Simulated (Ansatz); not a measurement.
# HfN: the cost of one run

Computed with Ansatz 0.2.0 (DFT PBE, scalar-relativistic, plane waves, PAW, unless a step's input says otherwise).

2 further runs of the same task are left out: 2 set aside as unsound or not needed. Runs told in other sessions of the task aren't counted.

**1. The structure to begin with**

It takes space group C2/m (No. 12, monoclinic). Conventional cell: a = 10.169 Å, b = 4.548 Å, c = 24.152 Å, α = 90.00°, β = 90.00°, γ = 90.00°. Hf (site symmetry m) has 4 N at 2.08 to 2.28 Å in its first shell of neighbours. N (site symmetry m) is surrounded by 4 Hf at 2.14 to 2.28 Å. Hf (site symmetry m) is surrounded by 5 N at 2.14 to 2.34 Å. N (site symmetry m) is surrounded by 5 Hf at 2.08 to 2.28 Å. Hf (site symmetry m) is surrounded by 6 N at 2.21 to 2.40 Å. N (site symmetry m) is surrounded by 6 Hf at 2.16 to 2.34 Å. Hf (site symmetry m) is surrounded by 6 N at 2.26 to 2.28 Å. Around N (site symmetry m) lie 6 Hf at 2.19 to 2.40 Å. Only part of the 10 independent sites is listed.

As a file:

```
Hf N
1.0
     4.54779    0.00000    0.00000
    -2.27390    5.08459    0.00000
     0.00000    0.00000   24.15226
Hf N
10 10
Direct
  0.20488 0.41054 0.31661
  0.89115 0.78287 0.35494
  0.58971 0.17974 0.38925
  0.29770 0.59568 0.43852
  0.00362 0.00735 0.47749
  0.69638 0.39265 0.52251
  0.40230 0.80432 0.56148
  0.11029 0.22026 0.61075
  0.80885 0.61713 0.64506
  0.49512 0.98946 0.68339
  0.70873 0.41772 0.31109
  0.39075 0.78181 0.35278
  0.10128 0.20303 0.39445
  0.79751 0.59534 0.43655
  0.50076 0.00188 0.47698
  0.19924 0.39812 0.52302
  0.90249 0.80466 0.56345
  0.59872 0.19697 0.60555
  0.30925 0.61819 0.64722
  0.99127 0.98228 0.68891
```

Miller indices refer to the conventional cell of the relaxed bulk, Fm-3m (No. 225): a = 4.548 Å, b = 4.548 Å, c = 4.548 Å, α = 90.00°, β = 90.00°, γ = 90.00°.

As cut, it was a (210) slab, 9.2 Å thick as cut, with 15 Å of vacuum; its outer planes are HfN (top) and HfN (bottom); it was relaxed in an earlier run.

**2. Bands of the relaxed slab**

The cell repeats along c, and a dipole correction in the vacuum removes the field between the copies.

input.yaml reads:

```yaml
crystal:
  lattice:
    - [4.5477932414, 0.0, 0.0]
    - [-2.2738966207, 5.0845874177, 0.0]
    - [0.0, 0.0, 24.1522573518]
  atoms:
    - { symbol: Hf, position: [0.2048753946, 0.4105417092, 0.3166088907] }
    - { symbol: "N", position: [0.7087273866, 0.4177241755, 0.3110919798] }
    - { symbol: Hf, position: [0.891149675, 0.7828703298, 0.3549426669] }
    - { symbol: "N", position: [0.3907523301, 0.7818149676, 0.3527756357] }
    - { symbol: Hf, position: [0.5897097834, 0.1797366623, 0.3892512033] }
    - { symbol: "N", position: [0.1012797821, 0.2030334087, 0.3944466056] }
    - { symbol: Hf, position: [0.2977045419, 0.5956837978, 0.4385225886] }
    - { symbol: "N", position: [0.7975103879, 0.5953360854, 0.4365457717] }
    - { symbol: Hf, position: [0.0036223625, 0.0073483519, 0.4774874582] }
    - { symbol: "N", position: [0.5007638004, 0.0018803001, 0.476978439] }
    - { symbol: Hf, position: [0.696377607, 0.3926514352, 0.522512578] }
    - { symbol: "N", position: [0.199236363, 0.3981195746, 0.5230215673] }
    - { symbol: Hf, position: [0.4022956807, 0.8043160811, 0.5614774383] }
    - { symbol: "N", position: [0.9024897504, 0.8046638865, 0.5634542399] }
    - { symbol: Hf, position: [0.1102898842, 0.2202633892, 0.6107488015] }
    - { symbol: "N", position: [0.5987201455, 0.1969665115, 0.6055533925] }
    - { symbol: Hf, position: [0.8088501963, 0.6171297096, 0.6450572973] }
    - { symbol: "N", position: [0.3092482801, 0.6181851305, 0.6472244319] }
    - { symbol: Hf, position: [0.4951248228, -0.0105414833, 0.6833910359] }
    - { symbol: "N", position: [-0.0087281745, -0.0177240232, 0.6889079778] }
basis:
  ecutwfc: 420
kpoints:
  mp_grid: { grid: [8, 7, 1] }
  band_path:
    path: [[0.5, 0, 0], [0, 0, 0], [0, 0.5, 0], [0.5, 0.5, 0], [0, 0, 0]]
    npoints: 12
hamiltonian:
  xc: pbe
scf:
  occupations: { method: gaussian, width: 0.1 }
  n_extra_bands: 46
output:
  forces: true
  eigenvalues: true
  populations: true
  fatbands: true
  write_density: true
  write_potential: true
  elf: true
  volumetric_format: npy
efield:
  axis: 3
  dipole_correction: true
  ramp_width: 0.04
```

The run is started by

```bash
$ ansatz run input.yaml --threads 8 --pin off --max-ram 15360MiB --backend cpu --events-out ev --progress --plain --runs-dir out
```

Q: Estimate wall time and peak memory on 8 threads of AMD EPYC 7B13 (Zen 3), shared host.

About 3.4 min, with a peak of 7.3 GiB.
